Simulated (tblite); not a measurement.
# B3H5N3S: the cost of one run

Programs: tblite 0.8.0 and PySCF 2.14.0. All values are calculated, for the isolated system unless a continuum is named. Atoms count from 0, parts from 1.

## 1. The system as given

12 atoms, charge 0, multiplicity 2; geometry: distance geometry start.

## 2. Relaxing the cluster with GFN2-xTB

The job: settings as JSON, then the geometry in Å.

```
{"job": {"kind": "relax", "xc": "GFN2-xTB", "basis": "xTB"}, "charge": 0, "multiplicity": 2}
N      0.972827    -0.571445     0.000569
B     -0.231472    -1.508129     0.362778
N     -1.586705    -0.797890     0.661805
B     -1.744836     0.604764     0.017123
N     -0.535924     1.583000     0.173007
B      0.823948     0.909791     0.447619
S      1.660246     1.365465     2.090275
H      1.892357    -0.954817     0.131976
H     -0.292654    -2.476048    -0.204988
H     -1.947102    -0.942115     1.582664
H     -2.338802     0.654553    -0.973746
H     -0.714622     2.454388     0.644811
```

With the program's defaults for keys left out, this is: GFN2-xTB geometry optimisation, gas phase.

Started as:

```
$ OMP_NUM_THREADS=1 python cluster_run.py task.json out
```

One launch serves the whole session: the jobs run in the order shown.

**Question.** How long does this first job take on 1 thread of Arm Neoverse V1, shared host?

About 1.5 s.
